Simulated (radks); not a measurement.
**O in [He] 2p4 3p2: an all-electron calculation**

The task here is to estimate one member of a computed series from the others.

Method: Dirac Kohn-Sham, PBE, spin-unpolarised, spherical densities, point nucleus; open shells are shared between the two j in proportion to 2j + 1. Code: radks (a radial shooting solver on a logarithmic mesh, Libxc functionals) version 1.

## The atom as given

- element: oxygen (Z = 8)
- charge: 0
- electrons: 8
- configuration: [He] 2p4 3p2

Outer shells as boxes (Hund's rule):

O
```
[He] core
2p [↑↓][↑ ][↑ ]
3p [↑ ][↑ ][  ]
```

Set-up of the first run:

Input:

```text
Z 8
configuration [He] 2p4 3p2
relativity Dirac
functional pbe,pbe
spin unpolarised
j_filling average
nucleus point
c 137.035999084
```

One table of the session follows, with a row left open; its other results are not shown here.

It belongs to the step «Radial structure». Radial moments (bohr):

| level | <r> | outermost maximum (interpolated) | 90 % within |
| --- | --- | --- | --- |
| 1s1/2 | 0.1992 | 0.129 | 0.357 |
| 2p1/2 | 1.026 | 0.753 | 1.72 |
| 2p3/2 | ? | ? | ? |
| 3p1/2 | 4.633 | 3.89 | 7.07 |
| 3p3/2 | 4.636 | 3.90 | 7.08 |

Q: Estimate the row for 2p3/2 from the others.

**Answer.** <r>: 1.027; outermost maximum (interpolated): 0.754; 90 % within: 1.72. In the column «<r>» it lies between 2p1/2 (1.026) and 3p1/2 (4.633).
